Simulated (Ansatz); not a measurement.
# F3H8NSi2 (built from SMILES F.F[SiH](F)[SiH3].N): search for a transition state, part 1 of 2

Is there a first-order saddle for this ligand exchange through a proton shuttle, which should form Si1–N7, H6–F9, Si2–H8 and break Si1–Si2, H6–N7, H8–F9, and which two structures does it connect?

Computed with Ansatz 0.2.0, Gaussian basis. Level: PBE0-D4, def2-SVP first, then def2-TZVP.

134 further runs of the same task are left out: 2 that didn't finish, 132 set aside as unsound or not needed.

## Step 1: The system as given

The guess: 14 atoms, charge 0, spin multiplicity 1.

Atoms are counted from 1 here; the program's logs count them from 0.

Bond lengths: Si1–F3 1.624 Å, Si1–F4 1.648 Å, Si1–H5 1.480 Å, Si1–N7 1.911 Å, Si2–H10 1.468 Å, Si2–H11 1.468 Å, Si2–H12 1.467 Å, H6–N7 1.035 Å, N7–H13 1.016 Å, N7–H14 1.013 Å. Angles: F3–Si1–F4 89.6°, F3–Si1–H5 91.8°, F3–Si1–N7 101.6°, F4–Si1–H5 177.8°, F4–Si1–N7 88.0°, H5–Si1–N7 93.4°, H10–Si2–H11 104.7°, H10–Si2–H12 109.7°, H11–Si2–H12 104.2°, Si1–N7–H6 104.7°, Si1–N7–H13 110.3°, Si1–N7–H14 114.0°, H6–N7–H13 108.5°, H6–N7–H14 109.4°, H13–N7–H14 109.8°.

Coordinates:

```mol
F3H8NSi2
  3D, bonds by distance, orders not assigned

 14 10  0  0  0  0  0  0  0  0999 V2000
   -0.3727   -0.5200   -0.6612 Si  0  0
   -0.6088   -0.5280    1.8911 Si  0  0
   -0.8466   -1.5495   -1.8239 F   0  0
    0.9771   -1.4327   -0.4175 F   0  0
   -1.5952    0.2986   -0.8234 H   0  0
    1.0800    1.3609   -0.9394 H   0  0
    0.7138    0.7032   -1.6492 N   0  0
    0.3759    0.6749    1.0338 H   0  0
    1.0846    1.7405    0.7277 F   0  0
   -1.7125    0.3303    2.3375 H   0  0
   -1.1956   -1.8707    1.7968 H   0  0
    0.3911   -0.6450    2.9584 H   0  0
    1.4988    0.2160   -2.0717 H   0  0
    0.2101    1.2216   -2.3591 H   0  0
  1  3  8  0
  1  4  8  0
  1  5  8  0
  1  7  8  0
  2 10  8  0
  2 11  8  0
  2 12  8  0
  6  7  8  0
  7 13  8  0
  7 14  8  0
M  END
```

Distances that are to change: Si1–N7 1.91 Å, H6–F9 1.71 Å, Si2–H8 1.78 Å, Si1–Si2 2.56 Å, H6–N7 1.03 Å, H8–F9 1.32 Å.

## Step 2: Relaxing the guess with the reacting distances held

File hold/in.yaml:

```yaml
crystal:
  periodic: [false, false, false]
  atoms:
    - {symbol: Si, position_ang: [-0.372700, -0.520000, -0.661200]}
    - {symbol: Si, position_ang: [-0.608800, -0.528000, 1.891100]}
    - {symbol: F, position_ang: [-0.846600, -1.549500, -1.823900]}
    - {symbol: F, position_ang: [0.977100, -1.432700, -0.417500]}
    - {symbol: H, position_ang: [-1.595200, 0.298600, -0.823400]}
    - {symbol: H, position_ang: [1.080000, 1.360900, -0.939400]}
    - {symbol: N, position_ang: [0.713800, 0.703200, -1.649200]}
    - {symbol: H, position_ang: [0.375900, 0.674900, 1.033800]}
    - {symbol: F, position_ang: [1.084600, 1.740500, 0.727700]}
    - {symbol: H, position_ang: [-1.712500, 0.330300, 2.337500]}
    - {symbol: H, position_ang: [-1.195600, -1.870700, 1.796800]}
    - {symbol: H, position_ang: [0.391100, -0.645000, 2.958400]}
    - {symbol: H, position_ang: [1.498800, 0.216000, -2.071700]}
    - {symbol: H, position_ang: [0.210100, 1.221600, -2.359100]}
basis:
  gaussian: {orbitals: def2-SVP}
hamiltonian: {xc: pbe0, dispersion: d4}
relax: {f_tol: 0.04, max_steps: 150, escape_saddle: false, constraints: [{distance: [0, 6]}, {distance: [5, 8]}, {distance: [1, 7]}, {distance: [0, 1]}, {distance: [5, 6]}, {distance: [7, 8]}]}
```

Launch:

```console
> ansatz run in.yaml --threads 5 --pin off --events-out ev --progress --plain --max-ram 66560MiB --backend cpu
```

Standard output, cut to the lines that bear on the results:

```text
Functional definition: PBE0
  name "PBE0"
  cite "Adamo & Barone, J. Chem. Phys. 110, 6158 (1999) doi:10.1063/1.478522"
  cite "Perdew, Burke & Ernzerhof, Phys. Rev. Lett. 77, 3865 (1996) doi:10.1103/PhysRevLett.77.3865"
  parent pbe
[...]
1352 factors; integrals over basis functions are off by at most 5.4e-4 eV
[...]
mean field -25498.72797401 eV, -937.0609693862 hartree, gradient 2.4e-5 eV, S^2 0.000000; 0 other end points of the search recorded, 0 dependent functions left out
[...]
reference -25498.72800164 eV, -937.0609704018 hartree; 35, 35 occupied and 97, 97 virtual orbitals, 1352 factors
relax step   1: F+E_penalty+E_count = -25498.98367813 eV  Δ(F+E_penalty+E_count) = +0.000e0 eV  max|allowed force component| = 7.908e-1 eV/Å  Δτ_max = 0.0000 Å  (26 SCF iters, accepted)
[...]
relax step   4: F+E_penalty+E_count = -25499.33497347 eV  Δ(F+E_penalty+E_count) = -7.401e-2 eV  max|allowed force component| = 3.211e-1 eV/Å  Δτ_max = 0.1365 Å  (30 SCF iters, accepted)
[...]
relax step   7: F+E_penalty+E_count = -25499.74480152 eV  Δ(F+E_penalty+E_count) = -1.703e-1 eV  max|allowed force component| = 1.011e0 eV/Å  Δτ_max = 0.2081 Å  (33 SCF iters, accepted)
[...]
relax step  10: F+E_penalty+E_count = -25499.86019281 eV  Δ(F+E_penalty+E_count) = -2.356e-2 eV  max|allowed force component| = 2.440e-1 eV/Å  Δτ_max = 0.0399 Å  (30 SCF iters, accepted)
[...]
reference -25499.60336233 eV, -937.0931393138 hartree; 35, 35 occupied and 97, 97 virtual orbitals, 1352 factors
Total energy: -25499.86568463 eV, -937.1027794805 hartree
Atom 0 at    -0.068563    -0.130150    -0.406551 Å, force     0.115941     0.046180    -0.660715 eV/Å
Atom 1 at    -0.703739    -0.589708     2.033818 Å, force     0.368560     0.624696     0.422694 eV/Å
Atom 2 at    -0.755746    -1.402822    -1.201377 Å, force    -0.005225     0.001549    -0.001155 eV/Å
Atom 3 at     1.302099    -0.980659    -0.047625 Å, force    -0.001774     0.002874     0.001248 eV/Å
Atom 4 at    -1.317722     0.687779    -0.393259 Å, force    -0.004209    -0.009043     0.004518 eV/Å
Atom 5 at     1.115302     1.446949    -1.399338 Å, force     0.141979     0.059557    -0.730804 eV/Å
Atom 6 at     0.732208     0.660276    -1.951490 Å, force     0.122045     0.106052    -0.284611 eV/Å
Atom 7 at     0.266726     0.671986     1.247757 Å, force    -1.146341    -1.472097     1.417486 eV/Å
Atom 8 at     0.827029     1.371422     0.284270 Å, force     0.400850     0.628663    -0.149406 eV/Å
Atom 9 at    -1.889813     0.108263     2.615887 Å, force     0.002522     0.002678    -0.003958 eV/Å
Atom 10 at    -1.229039    -1.679448     1.154466 Å, force     0.002372     0.003826    -0.007040 eV/Å
Atom 11 at     0.130936    -1.225377     3.095482 Å, force     0.005610     0.009900    -0.005404 eV/Å
Atom 12 at     1.486239     0.093536    -2.340121 Å, force    -0.005540    -0.002102    -0.001685 eV/Å
Atom 13 at     0.104083     0.968054    -2.692019 Å, force     0.003210    -0.002732    -0.001168 eV/Å
Dipole moment:     0.245999     0.586260    -0.775948 e Å
```

Run time: 30 s. Hardware: 5 threads of AMD EPYC 7R13, shared host.

Relaxation path: (the energy doesn't fall at every step)

| step | energy from step 1 (eV) | largest force component (eV/Å) |
| --- | --- | --- |
| 1 | 0.0000 | 0.7908 |
| 2 | -0.2592 | 0.3023 |
| 3 | -0.2773 | 0.2889 |
| 4 | -0.3513 | 0.3211 |
| 5 | -0.4603 | 0.5304 |
| 6 | -0.5908 | 0.8003 |
| 7 | -0.7611 | 1.0113 |
| 8 | -0.8530 | 0.5650 |
| 9 | -0.8432 | 0.4382 |
| 10 | -0.8765 | 0.2440 |
| 11 | -0.8744 | 0.2296 |
| 12 | -0.8807 | 0.0708 |
| 13 | -0.8816 | 0.0807 |
| 14 | -0.8820 | 0.0104 |

Close pairs (by a distance rule), those that changed most:

| bond | before (Å) | after (Å) | change (Å) |
| --- | --- | --- | --- |
| Si1–F9 | 3.027 | 1.880 | -1.147 |
| Si2–H11 | 1.468 | 1.496 | +0.027 |
| Si1–F3 | 1.624 | 1.650 | +0.027 |
| Si2–H10 | 1.468 | 1.494 | +0.027 |
| Si2–H12 | 1.467 | 1.493 | +0.025 |
| Si1–H5 | 1.480 | 1.493 | +0.013 |
| N7–H14 | 1.013 | 1.019 | +0.006 |
| Si1–F4 | 1.648 | 1.653 | +0.005 |

## Step 3: Force constants to start from

File hessian/in.yaml:

```yaml
crystal:
  periodic: [false, false, false]
  atoms:
    - {symbol: Si, position_ang: [-0.068563, -0.130150, -0.406551]}
    - {symbol: Si, position_ang: [-0.703739, -0.589708, 2.033818]}
    - {symbol: F, position_ang: [-0.755746, -1.402822, -1.201377]}
    - {symbol: F, position_ang: [1.302099, -0.980659, -0.047625]}
    - {symbol: H, position_ang: [-1.317722, 0.687779, -0.393259]}
    - {symbol: H, position_ang: [1.115302, 1.446949, -1.399338]}
    - {symbol: N, position_ang: [0.732208, 0.660276, -1.951490]}
    - {symbol: H, position_ang: [0.266726, 0.671986, 1.247757]}
    - {symbol: F, position_ang: [0.827029, 1.371422, 0.284270]}
    - {symbol: H, position_ang: [-1.889813, 0.108263, 2.615887]}
    - {symbol: H, position_ang: [-1.229039, -1.679448, 1.154466]}
    - {symbol: H, position_ang: [0.130936, -1.225377, 3.095482]}
    - {symbol: H, position_ang: [1.486239, 0.093536, -2.340121]}
    - {symbol: H, position_ang: [0.104083, 0.968054, -2.692019]}
basis:
  gaussian: {orbitals: def2-SVP}
hamiltonian: {xc: pbe0, dispersion: d4}
phonons: {}
scf: {lower_state_search: off}
```

Launch:

```console
> ansatz run in.yaml --threads 5 --pin off --events-out ev --progress --plain --max-ram 66560MiB --backend cpu
```

Standard output, cut to the lines that bear on the results:

```text
[... 5 set-up lines as earlier in the session ...]
[...]
1352 factors; integrals over basis functions are off by at most 6.2e-4 eV
[...]
mean field -25499.60339274 eV, -937.0931404312 hartree, gradient 1.4e-6 eV, S^2 0.000000; 0 other end points of the search recorded, 0 dependent functions left out
[...]
reference -25499.60342090 eV, -937.0931414660 hartree; 35, 35 occupied and 97, 97 virtual orbitals, 1352 factors
[... from here to the last solve, the lines of the solves are left out (83 solves) ...]
1352 factors; integrals over basis functions are off by at most 6.2e-4 eV
mean field -25499.60333075 eV, -937.0931381532 hartree, gradient 9.6e-7 eV, S^2 0.000000; 0 other end points of the search recorded, 0 dependent functions left out
[...]
reference -25499.60335891 eV, -937.0931391882 hartree; 35, 35 occupied and 97, 97 virtual orbitals, 1352 factors
[...]
WARN: phonons: 1 mode above zero is a rigid motion of the cell's bodies and no vibration: the zero-point energy, free energy, entropy and heat capacity leave it out. With what each would have added to F at 1000 K, by the weight of its row in the mesh: 15.34 cm⁻¹ (-0.329 eV; rigid weight [...]
WARN: phonons: modes at or below zero, which the zero-point energy, F, S and C_V leave out: 2, the lowest at -755.94 cm⁻¹. A minimum has none, and a first-order saddle one
[...]
Atom 6 at     0.732208     0.660276    -1.951490 Å, force     0.122098     0.106069    -0.284741 eV/Å
Atom 7 at     0.266726     0.671986     1.247757 Å, force    -1.146455    -1.472195     1.417375 eV/Å
Atom 8 at     0.827029     1.371422     0.284270 Å, force     0.400888     0.628475    -0.149209 eV/Å
Atom 9 at    -1.889813     0.108263     2.615887 Å, force     0.002496     0.002626    -0.003952 eV/Å
Atom 10 at    -1.229039    -1.679448     1.154466 Å, force     0.002423     0.003790    -0.007052 eV/Å
Atom 11 at     0.130936    -1.225377     3.095482 Å, force     0.005673     0.009871    -0.005417 eV/Å
Atom 12 at     1.486239     0.093536    -2.340121 Å, force    -0.005614    -0.002168    -0.001606 eV/Å
Atom 13 at     0.104083     0.968054    -2.692019 Å, force     0.003205    -0.002785    -0.001184 eV/Å
Dipole moment:     0.245997     0.586262    -0.775951 e Å
Vibrations: -755.94 -107.99 125.27 153.87 215.00 223.87 267.08 293.17 336.29 381.43 418.94 430.16 464.65 492.06 637.31 728.69 784.09 805.06 880.29 905.06 922.60 942.70 977.47 1018.03 1051.21 1240.97 1435.81 1575.66 1614.07 2207.42 2228.90 2241.47 2248.23 3339.30 3573.49 3648.16 cm⁻¹, [...]
Checks for a lower state left out: stability, starts, cluster_reference, orbital_swaps, neighbouring_geometries, increment
```

Run time: 1.8 min. Hardware: 5 threads of AMD EPYC 7R13, shared host.

The structure is not stationary yet, so these wavenumbers are no spectrum; the search needs only the force constants.

## Step 4: Saddle search in the small basis

A small driver takes partitioned rational-function steps: uphill along one mode, downhill along the rest. It calls the program once a step for energy and forces and updates the Hessian by Bofill's formula. It stops when the largest force is under 0.04 eV/Å and the followed curvature is negative. The first step's input:

File presaddle/in.yaml:

```yaml
crystal:
  periodic: [false, false, false]
  atoms:
    - {symbol: Si, position_ang: [-0.068563, -0.130150, -0.406551]}
    - {symbol: Si, position_ang: [-0.703739, -0.589708, 2.033818]}
    - {symbol: F, position_ang: [-0.755746, -1.402822, -1.201377]}
    - {symbol: F, position_ang: [1.302099, -0.980659, -0.047625]}
    - {symbol: H, position_ang: [-1.317722, 0.687779, -0.393259]}
    - {symbol: H, position_ang: [1.115302, 1.446949, -1.399338]}
    - {symbol: N, position_ang: [0.732208, 0.660276, -1.951490]}
    - {symbol: H, position_ang: [0.266726, 0.671986, 1.247757]}
    - {symbol: F, position_ang: [0.827029, 1.371422, 0.284270]}
    - {symbol: H, position_ang: [-1.889813, 0.108263, 2.615887]}
    - {symbol: H, position_ang: [-1.229039, -1.679448, 1.154466]}
    - {symbol: H, position_ang: [0.130936, -1.225377, 3.095482]}
    - {symbol: H, position_ang: [1.486239, 0.093536, -2.340121]}
    - {symbol: H, position_ang: [0.104083, 0.968054, -2.692019]}
basis:
  gaussian: {orbitals: def2-SVP}
hamiltonian: {xc: pbe0, dispersion: d4}
output: {forces: true}
scf: {lower_state_search: off}
```

Launch:

```console
> ansatz run in.yaml --threads 5 --pin off --events-out ev --progress --plain --max-ram 66560MiB --backend cpu
```

The driver's record:

| step | energy (eV) | largest force (eV/Å) | followed curvature (eV/Å²) |
| --- | --- | --- | --- |
| 1 | -25499.86569 | 1.4722 | -5.56 |
| 2 | -25499.76858 | 0.9605 | -6.62 |
| 3 | -25499.81130 | 0.4990 | -6.58 |
| 4 | -25499.85454 | 0.3063 | -6.89 |
| 5 | -25499.85013 | 0.3016 | -6.85 |
| 6 | -25499.82657 | 0.7983 | -6.87 |
| 7 | -25499.84406 | 0.5486 | -6.94 |
| 8 | -25499.86338 | 0.1386 | -6.98 |
| 9 | -25499.86462 | 0.2189 | -6.96 |
| 10 | -25499.86616 | 0.1867 | -6.98 |
| 11 | -25499.86825 | 0.1473 | -6.98 |
| 12 | -25499.86915 | 0.0415 | -6.49 |
| 13 | -25499.86960 | 0.1627 | -6.69 |
| 14 | -25499.86937 | 0.1136 | -6.69 |
| 15 | -25499.87076 | 0.0294 | -6.73 |

The 15 steps took 22 s in all (5 threads of AMD EPYC 7R13, shared host).

## Step 5: Saddle search in triple zeta

The search itself is an outer loop (partitioned rational-function steps, Bofill update of the Hessian). Each step is one single-point run with forces. It stops when the largest force is under 0.018 eV/Å and the followed curvature is negative. The first step's input:

File saddle/in.yaml:

```yaml
crystal:
  periodic: [false, false, false]
  atoms:
    - {symbol: Si, position_ang: [-0.107184, -0.083691, -0.394819]}
    - {symbol: Si, position_ang: [-0.787482, -0.730012, 2.012337]}
    - {symbol: F, position_ang: [-0.859626, -1.280389, -1.230833]}
    - {symbol: F, position_ang: [1.300470, -0.928026, -0.155867]}
    - {symbol: H, position_ang: [-1.198967, 0.931880, -0.502220]}
    - {symbol: H, position_ang: [1.161431, 1.604128, -1.761448]}
    - {symbol: N, position_ang: [0.774234, 0.687150, -1.993552]}
    - {symbol: H, position_ang: [0.281449, 0.656142, 1.281779]}
    - {symbol: F, position_ang: [0.849652, 1.356920, 0.618550]}
    - {symbol: H, position_ang: [-1.936777, 0.021778, 2.609720]}
    - {symbol: H, position_ang: [-1.324662, -2.016342, 1.467794]}
    - {symbol: H, position_ang: [0.181674, -1.082585, 3.097122]}
    - {symbol: H, position_ang: [1.542795, 0.075246, -2.275831]}
    - {symbol: H, position_ang: [0.122994, 0.787900, -2.772834]}
basis:
  gaussian: {orbitals: def2-TZVP}
hamiltonian: {xc: pbe0, dispersion: d4}
output: {forces: true}
scf: {lower_state_search: off}
```

Launch:

```console
> ansatz run in.yaml --threads 5 --pin off --events-out ev --progress --plain --max-ram 66560MiB --backend cpu
```

The driver's record:

| step | energy (eV) | largest force (eV/Å) | followed curvature (eV/Å²) |
| --- | --- | --- | --- |
| 1 | -25517.72282 | 0.5805 | -6.73 |
| 2 | -25517.74353 | 0.2636 | -6.71 |
| 3 | -25517.74757 | 0.2173 | -6.56 |
| 4 | -25517.74951 | 0.1388 | -6.63 |
| 5 | -25517.74926 | 0.2092 | -6.64 |
| 6 | -25517.74576 | 0.3085 | -6.64 |
| 7 | -25517.74879 | 0.1624 | -7.21 |
| 8 | -25517.75047 | 0.0299 | -7.25 |
| 9 | -25517.75079 | 0.0349 | -7.26 |
| 10 | -25517.75083 | 0.0139 | -7.49 |

The 10 steps took 35 s in all (5 threads of AMD EPYC 7R13, shared host).

Geometry at the end of the search:

```
Si   -0.08374   -0.11081   -0.41517
Si   -0.79669   -0.73287    2.01678
F    -0.85494   -1.28239   -1.22497
F     1.30238   -0.94310   -0.18877
H    -1.16257    0.91149   -0.50352
H     1.14479    1.59732   -1.73045
N     0.76991    0.69019   -1.99279
H     0.29212    0.62846    1.26347
F     0.88223    1.35488    0.63963
H    -1.94945    0.03651    2.56313
H    -1.31752   -2.03121    1.50593
H     0.14552   -1.04070    3.13045
H     1.53291    0.10730   -2.32361
H     0.09505    0.81504   -2.74021
```

Followed mode, largest move set to 1: H8 (-0.55, -0.75, 0.37); F9 (0.06, -0.10, -0.56); Si1 (0.29, 0.37, -0.09); H11 (0.21, 0.28, -0.26).

## Step 6: Vibrations at the point found

File vib/in.yaml:

```yaml
crystal:
  periodic: [false, false, false]
  atoms:
    - {symbol: Si, position_ang: [-0.083738, -0.110810, -0.415166]}
    - {symbol: Si, position_ang: [-0.796688, -0.732873, 2.016782]}
    - {symbol: F, position_ang: [-0.854941, -1.282385, -1.224968]}
    - {symbol: F, position_ang: [1.302376, -0.943103, -0.188768]}
    - {symbol: H, position_ang: [-1.162568, 0.911488, -0.503523]}
    - {symbol: H, position_ang: [1.144794, 1.597320, -1.730455]}
    - {symbol: N, position_ang: [0.769915, 0.690187, -1.992793]}
    - {symbol: H, position_ang: [0.292124, 0.628461, 1.263470]}
    - {symbol: F, position_ang: [0.882230, 1.354876, 0.639633]}
    - {symbol: H, position_ang: [-1.949454, 0.036511, 2.563129]}
    - {symbol: H, position_ang: [-1.317522, -2.031208, 1.505931]}
    - {symbol: H, position_ang: [0.145516, -1.040696, 3.130450]}
    - {symbol: H, position_ang: [1.532910, 0.107296, -2.323608]}
    - {symbol: H, position_ang: [0.095047, 0.815037, -2.740214]}
basis:
  gaussian: {orbitals: def2-TZVP}
hamiltonian: {xc: pbe0, dispersion: d4}
phonons: {temperatures: {t_min: 298.15, t_max: 900, t_step: 200}}
```

Launch:

```console
> ansatz run in.yaml --threads 5 --pin off --events-out ev --progress --plain --max-ram 66560MiB --backend cuda --devices 0, --max-vram 37GiB
```

Standard output, cut to the lines that bear on the results:

```text
[... 5 set-up lines as earlier in the session ...]
[...]
1511 factors; their error is unknown
[...]
mean field -25517.49357648 eV, -937.7505925572 hartree, gradient 2.8e-5 eV, S^2 0.000000; 0 other end points of the search recorded, 0 dependent functions left out
[...]
reference -25517.49361066 eV, -937.7505938133 hartree; 35, 35 occupied and 211, 211 virtual orbitals, 1511 factors
[... from here to the last solve, the lines of the solves are left out (83 solves) ...]
1511 factors; their error is unknown
mean field -25517.49350586 eV, -937.7505899622 hartree, gradient 1.9e-6 eV, S^2 0.000000; 0 other end points of the search recorded, 0 dependent functions left out
[...]
WARN: phonons: modes at or below zero, which the zero-point energy, F, S and C_V leave out: 1, the lowest at -822.81 cm⁻¹. A minimum has none, and a first-order saddle one
[...]
Atom 6 at     0.769915     0.690187    -1.992793 Å, force    -0.007843    -0.012928    -0.012241 eV/Å
Atom 7 at     0.292124     0.628461     1.263470 Å, force     0.002324     0.001968     0.013941 eV/Å
Atom 8 at     0.882230     1.354876     0.639633 Å, force     0.006139     0.009907     0.007615 eV/Å
Atom 9 at    -1.949454     0.036511     2.563129 Å, force    -0.001916     0.002827    -0.000391 eV/Å
Atom 10 at    -1.317522    -2.031208     1.505931 Å, force     0.002719     0.002029    -0.002704 eV/Å
Atom 11 at     0.145516    -1.040696     3.130450 Å, force    -0.000714     0.001163    -0.000521 eV/Å
Atom 12 at     1.532910     0.107296    -2.323608 Å, force     0.002969    -0.001954    -0.001845 eV/Å
Atom 13 at     0.095047     0.815037    -2.740214 Å, force     0.000347     0.004492     0.002277 eV/Å
Dipole moment:     0.335470     0.606680    -0.953438 e Å
Vibrations: -822.81 27.13 72.14 106.42 138.95 202.05 220.48 292.11 310.41 341.62 364.75 375.00 460.54 468.89 611.90 705.39 729.71 794.89 852.63 864.95 907.64 935.93 959.77 1010.89 1046.05 1282.74 1632.27 1653.95 1663.40 2156.15 2200.89 2213.90 2218.00 3479.83 3596.84 3607.33 cm⁻¹, [...]
```

It took 1.8 min on 1 × a share of an NVIDIA H100 with 5 threads of AMD EPYC 7R13, shared host; peak host memory 0.88 GiB.

Wavenumbers and character of the modes:

| mode | wavenumber (cm⁻¹) | character |
| --- | --- | --- |
| 1 | 823i | changes Si2–H8, H8–F9 |
| 2 | 27 | bend with torsion |
| 3 | 72 | torsion |
| 4 | 106 | not assigned (largely outside the bonds, angles and torsions drawn) |
| 5 | 139 | not assigned (largely outside the bonds, angles and torsions drawn) |
| 6 | 202 | bend |
| 7 | 220 | not assigned (largely outside the bonds, angles and torsions drawn) |
| 8 | 292 | not assigned (largely outside the bonds, angles and torsions drawn) |
| 9 | 310 | not assigned (largely outside the bonds, angles and torsions drawn) |
| 10 | 342 | bend |
| 11 | 365 | not assigned (largely outside the bonds, angles and torsions drawn) |
| 12 | 375 | bend with torsion |
| 13 | 461 | not assigned (largely outside the bonds, angles and torsions drawn) |
| 14 | 469 | not assigned (largely outside the bonds, angles and torsions drawn) |
| 15 | 612 | F–H stretch with bend |
| 16 | 705 | bend with Si–F stretch |
| 17 | 730 | bend with Si–F stretch |
| 18 | 795 | Si–F stretch with bend |
| 19 | 853 | Si–F stretch with bend |
| 20 | 865 | not assigned (largely outside the bonds, angles and torsions drawn) |
| 21 | 908 | bend |
| 22 | 936 | bend |
| 23 | 960 | bend |
| 24 | 1011 | bend with torsion |
| 25 | 1046 | bend |
| 26 | 1283 | bend |
| 27 | 1632 | bend |
| 28 | 1654 | bend |
| 29 | 1663 | not assigned (largely outside the bonds, angles and torsions drawn) |
| 30 | 2156 | Si–H stretch |
| 31 | 2201 | Si–H stretch |
| 32 | 2214 | Si–H stretch |
| 33 | 2218 | Si–H stretch |
| 34 | 3480 | N–H stretch |
| 35 | 3597 | N–H stretch |
| 36 | 3607 | N–H stretch |

Vibrational sums (real modes only):

| T (K) | entropy (J/mol/K) | heat capacity (J/mol/K) |
| --- | --- | --- |
| 298 | 126.2 | 120.8 |
| 498 | 200.4 | 168.5 |
| 698 | 262.5 | 199.2 |
| 898 | 315.4 | 220.3 |

Modes under 50 cm⁻¹ weigh heavily in the entropy, and the harmonic picture is poor for them.

(Continued in part 2 of 2.)
